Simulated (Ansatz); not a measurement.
# Cl3H3SiSn: one species, many methods

How much do the methods differ for Cl3H3SiSn? The plan is to run it at one geometry with functionals of several rungs and with coupled cluster, and see how far each lands from CCSD(T) at the basis-set limit for the atomisation energy.

Program: Ansatz 0.2.0, Gaussian basis. Level of theory: functionals in def2-TZVPP, the program's frozen cores in correlated methods. These are calculated values, not measurements.

The runs, in order: LDA (SPW92), PBE-D4, revPBE-D4, BLYP-D4, r2SCAN-D4, B97M-V, PBE0-D4, B3LYP-D4, r2SCANh-D4, r2SCAN0-D4, HSE06-D4, BHLYP-D4, CAM-B3LYP-D4, LC-ωPBE, ωB97X-V, ωB97M-V, B2PLYP, PBE-QIDH; CCSD(T)/def2-SVP; CCSD(T)/def2-TZVPP; MP2/def2-QZVPP; extrapolation to the limit; RPA on PBE.

## 1. Structure used throughout

All runs share one geometry, relaxed beforehand with PBE0-D4 in a triple-zeta def2 set. Sn takes the def2 core potential; no spin-orbit term is included.

SMILES `Cl[Si](Cl)(Cl)[SnH3]`, 8 atoms, charge 0, spin multiplicity 1.

Atoms are counted from 1 here; the program's logs count them from 0.

Bond lengths: Cl1–Si2 2.046 Å, Si2–Cl3 2.046 Å, Si2–Cl4 2.046 Å, Si2–Sn5 2.561 Å, Sn5–H6 1.702 Å, Sn5–H7 1.703 Å, Sn5–H8 1.702 Å. Angles: Cl1–Si2–Cl3 107.8°, Cl1–Si2–Cl4 107.8°, Cl1–Si2–Sn5 111.1°, Cl3–Si2–Cl4 107.8°, Cl3–Si2–Sn5 111.0°, Cl4–Si2–Sn5 111.1°, Si2–Sn5–H6 108.7°, Si2–Sn5–H7 108.7°, Si2–Sn5–H8 108.8°, H6–Sn5–H7 110.2°, H6–Sn5–H8 110.2°, H7–Sn5–H8 110.2°.

## 2. LDA

This LDA is Slater exchange with PW92 correlation.

in.yaml

```yaml
crystal:
  periodic: [false, false, false]
  atoms:
    - {symbol: Cl, position_ang: [-0.671264, -2.250651, 1.384780]}
    - {symbol: Si, position_ang: [0.529739, -1.077475, 0.215320]}
    - {symbol: Cl, position_ang: [2.313611, -0.840287, 1.189164]}
    - {symbol: Cl, position_ang: [0.895280, -2.092320, -1.523401]}
    - {symbol: Sn, position_ang: [-0.568367, 1.188026, -0.255018]}
    - {symbol: H, position_ang: [-0.840681, 1.981900, 1.226221]}
    - {symbol: H, position_ang: [0.478585, 2.109107, -1.231788]}
    - {symbol: H, position_ang: [-2.044603, 0.924600, -1.061077]}
basis:
  gaussian: {orbitals: def2-TZVPP}
hamiltonian: {xc: lda}
output: {orbitals: {seedname: orbitals}}
```

Started as:

```console
$ ansatz run in.yaml --threads 4 --pin off --events-out ev --progress --plain --max-ram 10444MiB
```

Further steps of the session: PBE-D4 (GGA); revPBE-D4 (GGA); BLYP-D4 (GGA); r2SCAN-D4 (meta-GGA); B97M-V (meta-GGA); B3LYP-D4 (hybrid); r2SCANh-D4 (hybrid); r2SCAN0-D4 (hybrid); HSE06-D4 (hybrid); BHLYP-D4 (hybrid); CAM-B3LYP-D4 (range-separated); LC-ωPBE (range-separated); ωB97X-V (range-separated); ωB97M-V (range-separated); B2PLYP (double hybrid); PBE-QIDH (double hybrid); CCSD(T) in def2-SVP; CCSD(T) in def2-TZVPP; MP2 in def2-QZVPP; RPA on PBE orbitals.

Q: Predict the results of all the runs planned. Wanted: atomisation energy, CCSD(T)/CBS; farthest beyond LDA; mean size of error, GGA; mean size of error, meta-GGA; mean size of error, hybrid; mean size of error, range-separated; mean size of error, double hybrid; gap, smallest and largest; T1 diagnostic.

The runs gave:

| quantity | value |
| --- | --- |
| atomisation energy, CCSD(T)/CBS | 2215.2 kJ/mol |
| functionals within 22.2 kJ/mol (1.0 %) | PBE-D4, r2SCAN-D4, r2SCANh-D4, ωB97X-V, ωB97M-V |
| farthest beyond LDA | BHLYP-D4 (-85.2 kJ/mol) |
| mean size of error, GGA | 51.6 kJ/mol |
| mean size of error, meta-GGA | 24.3 kJ/mol |
| mean size of error, hybrid | 40.5 kJ/mol |
| mean size of error, range-separated | 30.4 kJ/mol |
| mean size of error, double hybrid | 57.2 kJ/mol |
| gap, smallest and largest | 5.31 eV (LDA (SPW92)), 12.00 eV (LC-ωPBE) |
| T1 diagnostic | 0.0115 |
| triples share of the correlation energy | 3.8 % |

In words: The LDA atomisation energy is off by 292.8 kJ/mol (13 %): it overbinds. PBE-D4 is off by -11.0 kJ/mol. Double hybrids carry the basis error of their MP2 part in triple zeta, and no dispersion term here, so their miss is partly the set-up's. Taken by rung, meta-GGA functionals do best (24.3 kJ/mol on average) and double hybrid ones worst beyond LDA (57.2 kJ/mol). The gap between the best rungs is small, so their order is not settled. Misses under about 22.2 kJ/mol are within the doubt on the reference itself, which lacks core-valence correlation, spin-orbit coupling and higher excitations, and its outer-core shells are covered unevenly. All levels share the lack of spin-orbit coupling, which lowers the free heavy atoms and so the true binding. Hartree-Fock recovers 72 % of the binding; the rest is correlation. CCSD(T) in def2-SVP is off by -235.8 kJ/mol, so the small basis spoils what the method gains. Orbital gaps span 5.3 to 12.0 eV; exact exchange widens them. Correlated methods include outer-core shells of Sn, which these sets cover unevenly.
